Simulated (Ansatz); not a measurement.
Write the native input for Ansatz 0.2.0 that does the following.

- Task: band structure
- Functional: LDA
- Potentials or basis: all-electron LAPW, scalar-relativistic
- Cutoff: 675 eV (chosen from the basis error)
- Basis error allowed: 0.002 eV/atom
- k mesh: 9 × 9 × 9
- Occupations: fermi-dirac, width 0.05 eV
- Spin: no spin polarisation

The system is GeCN2.

```
Ge N C
1.0
     1.79379    1.03565    4.92196
    -1.79379    1.03565    4.92196
     0.00000   -2.07129    4.92196
Ge N C
1 2 1
Cartesian
  0.0000 0.0000 0.0000
  0.0000 0.0000 8.6219
  0.0000 0.0000 6.1440
  0.0000 0.0000 7.3829
```

The cell comes from a database or a generator and needn't be the stable form of this composition.

The input as run:

input.yaml

```yaml
crystal:
  lattice:
    - [1.7937903697, 1.0356453528, 4.9219572124]
    - [-1.7937903697, 1.0356453528, 4.9219572124]
    - [0.0, -2.0712907056, 4.9219572124]
  atoms:
    - { symbol: Ge, position: [0.0, 0.0, 0.0] }
    - { symbol: "N", position: [0.5839044, 0.5839044, 0.5839044] }
    - { symbol: "N", position: [0.4160956, 0.4160956, 0.4160956] }
    - { symbol: C, position: [0.5, 0.5, 0.5] }
kpoints:
  mp_grid: { grid: [9, 9, 9] }
  band_path:
    path:
      - [0.0, 0.0, 0.0]
      - [0.5, 0.0, 0.0]
      - [0.5, 0.1961825099, -0.1961825099]
    npoints: 8
scf:
  occupations: { method: fermi_dirac, width: 0.05 }
hamiltonian:
  xc: lda
  pseudopotentials: { kind: all_electron, lapw: { basis_error: 0.002 } }
output:
  forces: true
  stress: true
  eigenvalues: true
```

Potentials or basis: all-electron LAPW, scalar-relativistic.

The run is started by

```console
$ ansatz run input.yaml --threads 2 --pin off --max-ram 8192MiB --backend cpu --events-out ev --progress --plain --runs-dir out
```

It gave:

```
Pressure                : -6.6 GPa
Largest force           : 0.322 eV/Å
Band gap on the k mesh  : 0.97 eV, indirect (least direct gap 1.78 eV)
Band gap along the path : 2.93 eV, direct
```

It took 56 s on 2 threads of Arm Neoverse V2, with other jobs on the host, peak memory 1.2 GiB.
